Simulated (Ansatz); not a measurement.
# Ca2Eu2In3Ge4 (C2/m): the equilibrium volume

At what volume is Ca2Eu2In3Ge4 (C2/m) free of pressure?

Computed with Ansatz 0.2.0 (DFT PBEsol, scalar-relativistic, plane waves, PAW, unless a step's input says otherwise).

2 further runs of the same task are left out: 1 that didn't finish, 1 set aside as unsound or not needed.

## 1. The system as given

Symmetry: C2/m, No. 12, monoclinic system. The conventional cell has a = 16.760 Å, b = 4.721 Å, c = 7.442 Å, α = 90.00°, β = 107.06°, γ = 90.00°. Ca (site symmetry m) has 6 Ge at 3.18 to 3.38 Å and 5 In at 3.46 to 3.55 Å in its first shell of neighbours. Eu (site symmetry m) has 5 Ge at 3.18 to 3.25 Å and 5 In at 3.49 to 3.63 Å in its first shell of neighbours. Ge (site symmetry m) has 1 Ge at 2.51 Å and 2 In at 2.76 to 2.94 Å and 2 Eu at 3.18 Å and 4 Ca at 3.18 to 3.30 Å in its first shell of neighbours. Ge (site symmetry m) is surrounded by 4 In at 2.86 to 3.14 Å and 3 Eu at 3.21 to 3.25 Å. In (site symmetry 2/m) is surrounded by 4 Ge at 2.94 to 3.14 Å. Around In (site symmetry m) lie 4 Ge at 2.76 to 2.89 Å.

As a file:

```
CELL_PARAMETERS angstrom
8.37994 -2.36073 0.00000
8.37994 2.36073 0.00000
-2.18279 0.00000 7.11436
ATOMIC_POSITIONS crystal
Ca 0.42375 0.42375 0.63342
Ca 0.57625 0.57625 0.36658
Eu 0.64685 0.64685 0.92340
Eu 0.35315 0.35315 0.07660
Ge 0.94612 0.94612 0.34159
Ge 0.05388 0.05388 0.65841
Ge 0.80981 0.80981 0.77118
Ge 0.19019 0.19019 0.22882
In 0.00000 0.00000 0.00000
In 0.78657 0.78657 0.37526
In 0.21343 0.21343 0.62474
```

The moments start at Eu 7.00 μB.

## 2. The first run (PBEsol, 4×4×4 mesh)

input.yaml

```yaml
crystal:
  lattice:
    - [8.37994466, -2.36072611, 0.0]
    - [8.37994466, 2.36072611, 0.0]
    - [-2.18279091, 0.0, 7.11436492]
  atoms:
    - { symbol: Ca, position: [0.423755, 0.423755, 0.633422] }
    - { symbol: Ca, position: [0.576245, 0.576245, 0.366578] }
    - { symbol: Eu, position: [0.646854, 0.646854, 0.923401], spin: 7.0 }
    - { symbol: Eu, position: [0.353146, 0.353146, 0.076599], spin: 7.0 }
    - { symbol: Ge, position: [0.946118, 0.946118, 0.341585] }
    - { symbol: Ge, position: [0.053882, 0.053882, 0.658415] }
    - { symbol: Ge, position: [0.80981, 0.80981, 0.771177] }
    - { symbol: Ge, position: [0.19019, 0.19019, 0.228823] }
    - { symbol: In, position: [0.0, 0.0, 0.0] }
    - { symbol: In, position: [0.786573, 0.786573, 0.375255] }
    - { symbol: In, position: [0.213427, 0.213427, 0.624745] }
basis:
  ecutwfc: 420
kpoints:
  mp_grid: { grid: [4, 4, 4] }
hamiltonian:
  xc: pbesol
scf:
  occupations: { method: gaussian, width: 0.1 }
  lower_state_search: "off"
output:
  forces: true
  stress: true
  eigenvalues: true
  populations: true
  hubbard: { sites: [{ species: Eu, l: f }] }
magnetization:
  spin_polarized: true
```

Started as:

```
ansatz run input.yaml --threads 8 --pin off --max-ram 14336MiB --backend cpu --events-out ev --progress --plain --runs-dir out
```

The program printed:

```text
Warning: RAYON_NUM_THREADS=8 ignored (pool sized by the plan → 8); use --threads N
Eu: projections on atomic orbitals take those of the free atom [Kr 4d10] 4f7 5s2 5p6 5d0 6s2, of charge +0.00 (hamiltonian.pseudopotentials.projection_atoms); the dataset's partial waves leave at most 1.0e-3 of an orbital's norm unspanned inside its sphere
Engine: ansatz 0.2.0, aarch64-unknown-linux-gnu
Pseudopotentials: kind: paw
Pseudopotential: Ca, paw, valence charge 10, recommended cutoff 420 eV (normal), Ca.paw.azcp
Pseudopotential: Eu, paw, valence charge 17, recommended cutoff 420 eV (normal), Eu.paw.azcp
Pseudopotential: Ge, paw, valence charge 14, recommended cutoff 420 eV (normal), Ge.paw.azcp
Pseudopotential: In, paw, valence charge 13, recommended cutoff 420 eV (normal), In.paw.azcp
Functional definition: PBEsol
  exchange = pbesol_x
  correlation = pbesol_c
Crystal: 11 atoms, lattice volume = 281.483 Å³
Basis set: ecut = 420 eV, 5495 PW (Γ), exchange–correlation on 120×120×100 points (8 copies of the dense FFT grid, shifted against one another)
Bands: 98, of which v1, the nominal top of the filled ones, is band 75 counted from 1 (74 counted from 0)
Symmetry: 4 space group operations
Space group: C2/m (ITA 12), of the structure as read, at distance tolerance 6.6e-5 Å
Magnetic group: BNS 12.58 (UNI 65), of the structure as read, at distance tolerance 6.6e-5 Å
k-points: 24 of 64
Non-local potential: Ca, projectors of the file, l = 0: 3, l = 1: 2, l = 2: 2
Non-local potential: Eu, projectors of the file, l = 0: 3, l = 1: 2, l = 2: 2, l = 3: 3
Non-local potential: Ge, projectors of the file, l = 0: 2, l = 1: 2, l = 2: 3, l = 3: 1
Non-local potential: In, projectors of the file, l = 0: 2, l = 1: 2, l = 2: 2, l = 3: 2
PAW form: soft (Blöchl's): semilocal exchange-correlation on the pseudo side does not see the compensation charge
PAW frozen core: Ca, regenerated for the run's functional, and the local potential with it (the file was generated under x = pbe(κ = 0.804, μ = 0.2195149727645171), c = pbe(β = 0.06672455060314922))
PAW frozen core: Eu, regenerated for the run's functional, and the local potential with it (the file was generated under x = pbe(κ = 0.804, μ = 0.2195149727645171), c = pbe(β = 0.06672455060314922))
PAW frozen core: Ge, regenerated for the run's functional, and the local potential with it (the file was generated under x = pbe(κ = 0.804, μ = 0.2195149727645171), c = pbe(β = 0.06672455060314922))
PAW frozen core: In, regenerated for the run's functional, and the local potential with it (the file was generated under x = pbe(κ = 0.804, μ = 0.2195149727645171), c = pbe(β = 0.06672455060314922))
PAW one-centre angular grid: Ca, 110 points (default); XC on 64 Gauss nodes
PAW one-centre angular grid: Eu, 590 points (default); XC on 64 Gauss nodes
PAW one-centre angular grid: Ge, 590 points (default); XC on 64 Gauss nodes
PAW one-centre angular grid: In, 590 points (default); XC on 64 Gauss nodes
Initial density: superposition of atomic densities (chi_scale 0.1, normalization cell, long waves kept (reshape's long-wave potential 0.09 eV rms))
Starting moments: Σ|m| = 14 μB on 2 of 11 sites
Initial wavefunctions: pseudopotential atomic-orbital guess
Functional: x = pbesol(κ = 0.804, μ = 0.12345679012345678), c = pbesol(β = 0.046)
SCF iter   1: F=—  HF=-54510.769956 eV  |F-HF|=—  |Δ(HF+E_count)|=         —  Δρ=1.62e-1 (↑1.62e-1 ↓1.32e-1)  dr2=1.37e1  dr2_m=5.51e1  M=14.374 μB ∫|m|=14.937 μB  β_m=1.00  ethr=3.10e-3  ⟨swp⟩=10.5  Hψ=22510  notcnv=0
preconditioner: auto → Kerker (q_TF=auto, 2.454 Å⁻¹)  [metal: Δε(μ)=0.041 eV  Ē_g=15.890 eV  σ=0.100 eV  W_gap=0.22  n_scr=70 (ndim 8)  ℏωp=26.3 eV  f_vac=0.000  D(μ)=3.44/eV (n_scr^D=12)]
spin=Collinear: Kerker preconditioning applied to the charge; magnetization (m = ρ↑ − ρ↓) channel mixes plain (no charge-response kernel on spin).
SCF iter   2: F=—  HF=-54497.295584 eV  |F-HF|=—  |Δ(HF+E_count)|=    1.35e1  Δρ=1.68e-2 (↑1.58e-2 ↓1.68e-2)  dr2=9.82e0  dr2_m=5.58e-2  M=13.479 μB ∫|m|=13.890 μB  β_m=0.30  ethr=3.10e-3  ⟨swp⟩=3.2  Hψ=11547  notcnv=0  defer=578
SCF iter   3: F=—  HF=-54504.647802 eV  |F-HF|=—  |Δ(HF+E_count)|=    7.35e0  Δρ=3.39e-2 (↑3.39e-2 ↓1.00e-2)  dr2=5.45e0  dr2_m=8.95e-1  M=14.103 μB ∫|m|=14.579 μB  β_m=1.00  ethr=3.10e-3  ⟨swp⟩=3.8  Hψ=9838  notcnv=0  defer=582
SCF iter   4: F=—  HF=-54507.871708 eV  |F-HF|=—  |Δ(HF+E_count)|=    3.22e0  Δρ=5.26e-3 (↑4.78e-3 ↓5.26e-3)  dr2=5.76e-1  dr2_m=1.05e-2  M=13.760 μB ∫|m|=14.161 μB  β_m=0.30  ethr=3.10e-3  ⟨swp⟩=4.5  Hψ=12263  notcnv=0  defer=573
SCF iter   5: F=—  HF=-54510.457968 eV  |F-HF|=—  |Δ(HF+E_count)|=    2.59e0  Δρ=4.42e-3 (↑4.42e-3 ↓3.66e-3)  dr2=1.77e-1  dr2_m=8.44e-3  M=13.889 μB ∫|m|=14.272 μB  β_m=1.00  ethr=3.86e-4  ⟨swp⟩=3.6  Hψ=8571  notcnv=0  defer=567
SCF iter   6: F=—  HF=-54511.692773 eV  |F-HF|=—  |Δ(HF+E_count)|=    1.23e0  Δρ=3.03e-3 (↑3.03e-3 ↓2.03e-3)  dr2=7.54e-2  dr2_m=1.92e-3  M=13.876 μB ∫|m|=14.254 μB  β_m=1.00  ethr=1.19e-4  ⟨swp⟩=2.8  Hψ=8961  notcnv=0  defer=570
SCF iter   7: F=—  HF=-54512.307785 eV  |F-HF|=—  |Δ(HF+E_count)|=   6.15e-1  Δρ=1.33e-2 (↑1.33e-2 ↓9.74e-4)  dr2=5.04e-1  dr2_m=1.22e-1  M=13.618 μB ∫|m|=13.946 μB  β_m=0.30  ethr=5.06e-5  ⟨swp⟩=3.4  Hψ=8834  notcnv=0  defer=570
SCF iter   8: F=—  HF=-54512.510971 eV  |F-HF|=—  |Δ(HF+E_count)|=   2.03e-1  Δρ=3.33e-3 (↑3.33e-3 ↓5.88e-4)  dr2=2.72e-2  dr2_m=8.49e-3  M=13.848 μB ∫|m|=14.226 μB  β_m=1.00  ethr=5.06e-5  ⟨swp⟩=2.8  Hψ=7696  notcnv=0  defer=559
SCF iter   9: F=—  HF=-54512.621846 eV  |F-HF|=—  |Δ(HF+E_count)|=   1.11e-1  Δρ=1.38e-3 (↑1.38e-3 ↓4.33e-4)  dr2=4.90e-3  dr2_m=1.89e-3  M=13.778 μB ∫|m|=14.159 μB  β_m=0.30  ethr=1.83e-5  ⟨swp⟩=2.6  Hψ=8294  notcnv=0  defer=556
SCF iter  10: F=—  HF=-54512.678072 eV  |F-HF|=—  |Δ(HF+E_count)|=   5.62e-2  Δρ=8.65e-4 (↑8.65e-4 ↓3.68e-4)  dr2=1.57e-3  dr2_m=9.12e-4  M=13.786 μB ∫|m|=14.167 μB  β_m=0.30  ethr=3.29e-6  ⟨swp⟩=2.0  Hψ=7032  notcnv=0  defer=558
Mixer restart at iter 10: flushing history
spin-set hold released at iteration 10 (site moments contracting): the magnetisation degrees of freedom join the quasi-Newton model from the next iteration; the mixer history was flushed
SCF iter  11: F=—  HF=-54512.707146 eV  |F-HF|=—  |Δ(HF+E_count)|=   2.91e-2  Δρ=1.01e-3 (↑1.01e-3 ↓3.72e-4)  dr2=4.29e-3  dr2_m=4.81e-4  M=13.819 μB ∫|m|=14.199 μB  β_m=0.65  ethr=1.05e-6  ⟨swp⟩=2.0  Hψ=7515  notcnv=0  defer=558
SCF iter  12: F=—  HF=-54512.736944 eV  |F-HF|=—  |Δ(HF+E_count)|=   2.98e-2  Δρ=5.11e-3 (↑5.11e-3 ↓3.37e-4)  dr2=7.11e-2  dr2_m=1.87e-2  M=13.719 μB ∫|m|=14.091 μB  β_m=0.53  ethr=1.05e-6  ⟨swp⟩=2.9  Hψ=8292  notcnv=0  defer=558
SCF iter  13: F=—  HF=-54512.736259 eV  |F-HF|=—  |Δ(HF+E_count)|=   6.85e-4  Δρ=3.42e-4 (↑3.42e-4 ↓1.67e-4)  dr2=1.42e-4  dr2_m=1.64e-4  M=13.798 μB ∫|m|=14.177 μB  β_m=0.77  ethr=1.05e-6  ⟨swp⟩=2.5  Hψ=8210  notcnv=0  defer=558
SCF iter  14: F=—  HF=-54512.736310 eV  |F-HF|=—  |Δ(HF+E_count)|=   5.06e-5  Δρ=2.94e-4 (↑2.94e-4 ↓4.21e-5)  dr2=2.16e-4  dr2_m=7.01e-5  M=13.796 μB ∫|m|=14.177 μB  β_m=0.88  ethr=9.54e-8  ⟨swp⟩=2.0  Hψ=4784  notcnv=0  defer=558
SCF iter  15: F=—  HF=-54512.736297 eV  |F-HF|=—  |Δ(HF+E_count)|=   1.30e-5  Δρ=7.84e-5 (↑7.84e-5 ↓9.94e-6)  dr2=2.41e-5  dr2_m=3.61e-6  M=13.800 μB ∫|m|=14.180 μB  β_m=0.78  ethr=9.54e-8  ⟨swp⟩=1.5  Hψ=4446  notcnv=0  defer=558
SCF iter  16: F=—  HF=-54512.736521 eV  |F-HF|=—  |Δ(HF+E_count)|=   2.25e-4  Δρ=1.82e-5 (↑1.82e-5 ↓6.17e-6)  dr2=2.91e-6  dr2_m=1.48e-7  M=13.801 μB ∫|m|=14.182 μB  β_m=0.70  ethr=1.62e-8  ⟨swp⟩=2.0  Hψ=5126  notcnv=0  defer=558
SCF iter  17: F=—  HF=-54512.736521 eV  |F-HF|=—  |Δ(HF+E_count)|=   3.32e-7  Δρ=2.20e-5 (↑2.20e-5 ↓1.95e-6)  dr2=1.49e-6  dr2_m=2.93e-7  M=13.802 μB ∫|m|=14.182 μB  β_m=0.85  ethr=1.95e-9  ⟨swp⟩=2.0  Hψ=7536  notcnv=0  defer=558
SCF iter  18: F=—  HF=-54512.736521 eV  |F-HF|=—  |Δ(HF+E_count)|=   3.81e-9  Δρ=1.99e-5 (↑1.99e-5 ↓1.11e-6)  dr2=1.21e-6  dr2_m=2.46e-7  M=13.802 μB ∫|m|=14.182 μB  β_m=0.68  ethr=9.98e-10  ⟨swp⟩=1.0  Hψ=4153  notcnv=0  defer=558
iter 19 met the thresholds in force, and the SCF goes on: an eigenvalue changes by 1.07 meV, over its tolerance of 0.50 meV (output.eigenvalues, Limitations)
SCF iter  19: F=-54512.736521 eV  HF=-54512.736521 eV  |F-HF|=5.91e-8  |Δ(HF+E_count)|=   9.10e-8  Δρ=4.01e-6 (↑4.01e-6 ↓2.37e-7)  dr2=5.13e-8  dr2_m=1.02e-8  M=13.801 μB ∫|m|=14.182 μB  β_m=0.50  ethr=6.71e-11  ⟨swp⟩=13.8  Hψ=26997  notcnv=0
SCF iter  20: F=-54512.736521 eV  HF=-54512.736521 eV  |F-HF|=2.40e-10  |Δ(HF+E_count)|=   4.18e-9  Δρ=1.47e-7 (↑1.47e-7 ↓1.17e-7)  dr2=3.41e-10  dr2_m=1.94e-11  M=13.801 μB ∫|m|=14.182 μB  ethr=3.44e-11  ⟨swp⟩=2.0  Hψ=11606  notcnv=0
SCF 1 converged in 20 iterations: F = -54512.736521 eV  dr2 = 3.41e-10
SCF converged after 20 iterations
an eigenvalue changed by more than its tolerance at an iteration that met the thresholds in force, so the SCF went on 1 time: the last check found none over its tolerance
Magnetization: 13.8014 μB (81.4007 up, 67.5993 down)
Absolute magnetization: 14.1814 μB (∫|ρ↑−ρ↓|, with the PAW one-centre terms)
Spin contamination: 0.1470 ħ² per cell (⟨S²⟩ above its minimum at these occupations)
Per-site moments (μB) at R_I (Å): [(0.0009687940608045596, 1.3126349662756374), (0.0009687940608040425, 1.3126349662756376), (6.747200527326465, 1.31010316710519), (6.747200527326468, 1.3101031671051895), (-0.016279158693961838, 1.0372478606534743), (-0.01627915869396202, 1.0372478606534743), (-0.021666333452869235, 1.1782916672665413), (-0.02166633345286943, 1.178291667266541), (-0.011471416974823059, 1.2113584544609104), (-0.005009257833253266, 1.1376229009511525), (-0.005009257833253194, 1.1376229009511525)]
Free energy (F): -54512.736521 eV
Harris-Foulkes:  -54512.736521 eV  (|F-HF|=2.40e-10)
Internal energy: -54512.709033 eV  (E = F + TS)
E sigma→0 (E₀):  -54512.722777 eV
Entropy (-TS):   -0.027488 eV (-2.499 meV/atom)
Fermi energy:    9.965406 eV
--- Per-component energies (eV) ---
  E_band       = -869.228892
  E_kinetic    = 2436.238554
  E_local      = -18185.444387  (includes V_loc(G=0)·N_el)
  E_nonlocal   = 3848.110417
  E_hartree    = 7529.232532
  E_xc         = -1567.673078
  E_vxc        = -1308.594940  (∫ρ·V_xc dr)
  E_paw        = -34403.333523  (= ΣΔE_a)
  E_vpaw       = -2718.004738  (= ΣTr[D̂ρ^β])
  E_aug_tail   = 0.001265  (compensation charges beyond the density's cutoff)
  E_ewald      = -14175.631517
  E_core_change = 5.790703  (= ΣΔE_core)
  E_smearing   = -0.027488  (= −TS)
  E_closure    = 0.000000  (closes the sum)
  Σ components = -54512.736521   (vs F -54512.736521, Δ=0.00e0)
--- Forces (eV/Å), atoms counted from 1 ---
  atom   1  Ca    -0.00142229    -0.00000000    -0.02477535
  atom   2  Ca     0.00142229     0.00000000     0.02477535
  atom   3  Eu    -0.01612156     0.00000000     0.01413720
  atom   4  Eu     0.01612156    -0.00000000    -0.01413720
  atom   5  Ge    -0.04394175    -0.00000000    -0.21260417
  atom   6  Ge     0.04394175     0.00000000     0.21260417
  atom   7  Ge    -0.01737484    -0.00000000     0.02720794
  atom   8  Ge     0.01737484     0.00000000    -0.02720794
  atom   9  In     0.00000000     0.00000000    -0.00000000
  atom  10  In    -0.12019924    -0.00000000    -0.06643177
  atom  11  In     0.12019924     0.00000000     0.06643177
  max |Σ_I F_I| component: 2.78e-17 eV/Å
--- Stress (GPa, compression-positive) ---
       -1.938663       0.000000      -0.082439
        0.000000      -4.471911      -0.000000
       -0.082439      -0.000000      -2.521723
  P = ⅓ Tr σ = -2.9774 GPa (-29.774 kbar)
--- Band table (eV; the first three rows and the last of 48) ---
  k-point 0 ↑: bands = ["-31.2884", "-31.2815", "-31.1549", "-31.1497", "-14.2869", "-14.2865", "-14.2804", "-14.2794", "-14.2790", "-14.2527", "-14.2522", "-14.2422", "-14.2414", "-14.2361", "-14.2353", "-14.2243", "-14.1491", "-14.1488", "-14.1431", "-14.1181", "-14.1065", "-14.1061", "-14.0719", "-14.0389", "-12.3084", "-12.2731", "-12.2610", "-12.2508", "-12.2392", "-12.2252", "-10.1054", "-10.0809", "-10.0621", "-10.0536", "-10.0155", "-9.9900", "-4.6807", "-4.6603", "-4.6376", "-4.6047", "-4.6028", "-4.5795", "-4.5565", "-4.5365", "-4.5185", "-4.4663", "-4.3012", "-4.2657", "-4.2177", "-4.2070", "-4.1980", "-0.2476", "1.0796", "1.7359", "2.3886", "3.9403", "4.9083", "6.2198", "6.3716", "7.5950", "7.8257", "8.0120", "8.6179", "8.7687", "8.9117", "8.9270", "9.3641", "9.4125", "9.6250", "9.6271", "9.6321", "9.6458", "9.6499", "9.6521", "9.6632", "9.6765", "9.7328", "9.7543", "9.7802", "9.7937", "9.8097", "9.9467", "10.3869", "10.6059", "11.1944", "11.3017", "11.3421", "11.5132", "11.8125", "12.0489", "12.1459", "12.4630", "12.8868", "13.1708", "13.3049", "13.5556", "13.5773", "13.7511"]
  k-point 1 ↑: bands = ["-31.2883", "-31.2816", "-31.1551", "-31.1496", "-14.2870", "-14.2864", "-14.2804", "-14.2794", "-14.2790", "-14.2526", "-14.2522", "-14.2421", "-14.2415", "-14.2361", "-14.2353", "-14.2245", "-14.1489", "-14.1488", "-14.1433", "-14.1180", "-14.1064", "-14.1061", "-14.0719", "-14.0390", "-12.3080", "-12.2738", "-12.2595", "-12.2509", "-12.2391", "-12.2250", "-10.1050", "-10.0825", "-10.0622", "-10.0547", "-10.0155", "-9.9902", "-4.6805", "-4.6603", "-4.6369", "-4.6048", "-4.6029", "-4.5818", "-4.5565", "-4.5367", "-4.5168", "-4.4660", "-4.3004", "-4.2658", "-4.2177", "-4.2070", "-4.1976", "-0.1156", "0.9646", "1.4933", "2.4497", "3.9969", "5.0796", "5.9960", "6.7171", "7.6576", "8.0475", "8.2149", "8.4891", "8.7683", "8.9500", "9.1770", "9.2846", "9.3591", "9.5980", "9.6240", "9.6312", "9.6436", "9.6484", "9.6625", "9.6636", "9.7082", "9.7293", "9.7552", "9.7661", "9.7975", "9.8522", "9.8839", "10.1290", "10.5008", "10.7012", "10.8083", "11.3024", "11.6417", "11.7975", "12.1981", "12.3851", "12.5241", "12.6349", "12.8040", "13.2001", "13.3676", "13.4608", "13.5589"]
  k-point 2 ↑: bands = ["-31.2882", "-31.2816", "-31.1553", "-31.1496", "-14.2870", "-14.2864", "-14.2802", "-14.2796", "-14.2789", "-14.2525", "-14.2523", "-14.2419", "-14.2417", "-14.2362", "-14.2353", "-14.2246", "-14.1488", "-14.1487", "-14.1434", "-14.1180", "-14.1063", "-14.1062", "-14.0719", "-14.0390", "-12.3076", "-12.2745", "-12.2580", "-12.2509", "-12.2391", "-12.2249", "-10.1045", "-10.0843", "-10.0623", "-10.0557", "-10.0155", "-9.9903", "-4.6803", "-4.6603", "-4.6362", "-4.6049", "-4.6030", "-4.5841", "-4.5565", "-4.5370", "-4.5152", "-4.4657", "-4.2996", "-4.2658", "-4.2177", "-4.2070", "-4.1972", "0.0732", "0.8853", "1.1193", "2.6780", "3.9514", "4.8081", "6.8099", "7.2027", "7.5815", "7.6527", "8.2668", "8.4569", "8.6687", "8.8369", "8.8646", "9.2303", "9.5193", "9.5797", "9.6356", "9.6464", "9.6518", "9.6620", "9.6641", "9.6643", "9.6954", "9.7201", "9.7500", "9.7583", "9.8247", "9.8471", "9.9759", "9.9949", "10.5334", "10.8603", "10.8685", "11.1936", "11.4732", "11.8153", "12.1441", "12.3116", "12.5399", "12.7620", "12.8102", "12.8335", "13.0027", "13.1646", "13.4479"]
  k-point 23 ↓: bands = ["-31.1550", "-31.1494", "-28.2600", "-28.2513", "-14.2909", "-14.2903", "-14.2840", "-14.2835", "-14.2823", "-14.2579", "-14.2578", "-14.2465", "-14.2464", "-14.2412", "-14.2406", "-14.2283", "-14.1528", "-14.1523", "-14.1477", "-14.1234", "-14.1115", "-14.1113", "-14.0756", "-14.0429", "-12.3060", "-12.2735", "-12.2563", "-12.2523", "-12.2405", "-12.2232", "-7.8724", "-7.8543", "-7.8159", "-7.8082", "-7.7587", "-7.7294", "-4.6820", "-4.6613", "-4.6390", "-4.6080", "-4.6019", "-4.5850", "-4.5594", "-4.5374", "-4.5137", "-4.4655", "-4.3048", "-4.2682", "-4.2173", "-4.2121", "-4.2022", "0.2973", "0.5068", "1.5256", "2.1415", "4.8883", "5.3387", "5.6025", "7.1040", "7.6326", "8.1981", "8.2547", "8.5466", "8.8231", "8.9831", "9.0562", "9.3942", "9.7268", "9.9301", "10.7321", "10.7798", "11.1512", "11.2597", "12.0219", "12.2826", "12.4736", "12.5877", "13.0188", "13.0206", "13.1158", "13.3752", "13.6080", "13.6925", "13.7695", "13.8792", "13.9491", "14.0111", "14.0482", "14.0828", "14.2012", "14.2223", "14.2526", "14.2531", "14.3045", "14.3239", "14.3919", "14.4309", "14.4426"]
--- Löwdin populations: 11 sites ---
  site symbol       q [e]    m [muB]
     0     Ca      8.3087     0.0033
     1     Ca      8.3087     0.0033
     2     Eu     17.0058     6.9892
     3     Eu     17.0058     6.9892
     4     Ge     14.5975    -0.0406
     5     Ge     14.5975    -0.0406
     6     Ge     14.3820    -0.0419
     7     Ge     14.3820    -0.0419
     8     In     13.4122    -0.0301
     9     In     13.1469    -0.0011
    10     In     13.1469    -0.0011
  spilling = 0.004737 (of n_electrons = 149.000000)
--- Occupation matrices: 2 shells (Löwdin-built; ε = 2.00e-2, provisional) ---
  Eu2 f_4F: site group Cs (m)
  Eu2 f_4F up     Tr n = 6.8010  λ = 0.948 0.964 0.970 0.971 0.981 0.981 0.985  [7× z3 0.14 A'(0.57)]
  Eu2 f_4F dn     Tr n = 0.0261  λ = 0.002 0.002 0.003 0.004 0.004 0.005 0.006  [7× z3 0.14 A'(0.57)]
  Eu3 f_4F: site group Cs (m)
  Eu3 f_4F up     Tr n = 6.8010  λ = 0.948 0.964 0.970 0.971 0.981 0.981 0.985  [7× z3 0.14 A'(0.57)]
  Eu3 f_4F dn     Tr n = 0.0261  λ = 0.002 0.002 0.003 0.004 0.004 0.005 0.006  [7× z3 0.14 A'(0.57)]
  Tr n, λ and their labels are of the run-group-symmetrised matrices; stabiliser: 4 of 8 elements of G0×{1,Θ} (closed), max defect 4.6e-15 at τ = 4.2e-3
```

Run time: 29 s. Hardware: 8 threads of Arm Neoverse V1, shared host; peak memory 2.3 GiB.

This gives: volume 25.589 Å³/atom, pressure -2.98 GPa, metallic, spin moments in the atoms' spheres Eu 6.75 μB.

[end of part 1 of 2]
